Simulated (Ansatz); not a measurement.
Ta4NiO11:

```xyz
16
Lattice="4.7709 0.0000 0.0051 0.0000 5.8245 0.0000 -1.9863 0.0000 7.2505" Properties=species:S:1:pos:R:3 pbc="T T T"
Ta    1.4160    2.9123    5.5166
Ta    1.3686    2.9123    1.7391
Ta   -0.7939    0.0000    5.7922
Ta    3.5785    0.0000    1.4634
Ni    1.3923    0.0000    3.6278
O     0.2955    4.6546    4.7184
O     2.4891    4.6546    2.5373
O     2.6928    1.5019    5.8571
O     0.0919    1.5019    1.3986
O     2.4891    1.1700    2.5373
O     0.2955    1.1700    4.7184
O     0.0919    4.3226    1.3986
O     2.6928    4.3226    5.8571
O     2.3854    2.9123    0.0026
O     2.3854    0.0000    0.0026
O     1.3923    2.9123    3.6278
```

The cell was built by a generator and needn't be a form met in nature.

Base run:

| Quantity | Value |
| --- | --- |
| Program | Ansatz 0.2.0 |
| Functional | BLYP |
| Potentials or basis | Ansatz PAW |
| Cutoff | 420 eV |
| Density cutoff | 1680 eV |
| k mesh | 6 × 5 × 4 |
| Occupations | fermi-dirac, width 0.05 eV |
| Spin | collinear spin, ferromagnetic start |
| Starting moments | [0.0, 0.0, 0.0, 0.0, 1.0, 0.0, 0.0, 0.0, 0.0, 0.0, 0.0, 0.0, 0.0, 0.0, 0.0, 0.0] μB |

Its results: band gap on the k mesh 0.93 eV, indirect (least direct gap 0.99 eV); pressure 5.3 GPa; net moment 0.00 μB per cell; largest force 0.173 eV/Å.

**Question.** The run is repeated on the same cell with these changes: functional from BLYP to revPBE. What comes out?

**Answer.** Band gap on the k mesh 0.87 eV, indirect (least direct gap 0.92 eV); pressure 3.0 GPa; net moment 0.00 μB per cell; largest force 0.107 eV/Å.

Caveats: the potentials were made for another functional, which shifts forces and pressure; spin-orbit coupling is left out, which moves the levels of the heavy elements; the PAW data sets come from PBE, with cores solved anew for the run's functional, which leaves a small shift of forces and pressure.

A k mesh can miss the band edges.

Not every run made on this cell is shown here.
